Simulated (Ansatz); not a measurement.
BiTe in Ansatz: the effect of target pressure

The system is BiTe.

```xyz
2
Lattice="0.0000 3.2350 3.2350 3.2350 0.0000 3.2350 3.2350 3.2350 0.0000" Properties=species:S:1:pos:R:3 pbc="T T T"
Bi    0.0000    0.0000    0.0000
Te    3.2350    3.2350    3.2350
```

Alike in all runs:

| Quantity | Value |
| --- | --- |
| Program | Ansatz 0.2.0 |
| Task | relaxation of cell and atoms |
| Functional | PBE |
| Potentials or basis | Ansatz PAW |
| Cutoff | 420 eV (not typed: the program's choice for these potentials) |
| k mesh | 7 × 7 × 7 |
| Occupations | fermi-dirac, width 0.05 eV |
| Spin | no spin polarisation |

Each run relaxes the cell or the atoms first.

```csv
target pressure,target pressure,relaxed volume (Å³/atom)
0 GPa,-,?
2 GPa,2 GPa,33.18
5 GPa,5 GPa,31.60
10 GPa,10 GPa,29.61
20 GPa,20 GPa,26.94
30 GPa,30 GPa,25.15
```

What does the run with target pressure 0 GPa give?

Relaxed volume 34.51 Å³/atom.

Worked out: In Murnaghan's law V^(-B') rises as a straight line in P. The other rows fit best with B' = 3.9, V0 = 34.47 Å³/atom and B0 = 48 GPa, which gives 34.47 Å³/atom at 0 GPa, against the run's 34.51.

Caveats: the plane-wave basis is chosen anew once the cell has moved, so the energies of steps on either side of that aren't comparable; the volume moved by over 15 % at a fixed basis, so the end points are rough (some runs).
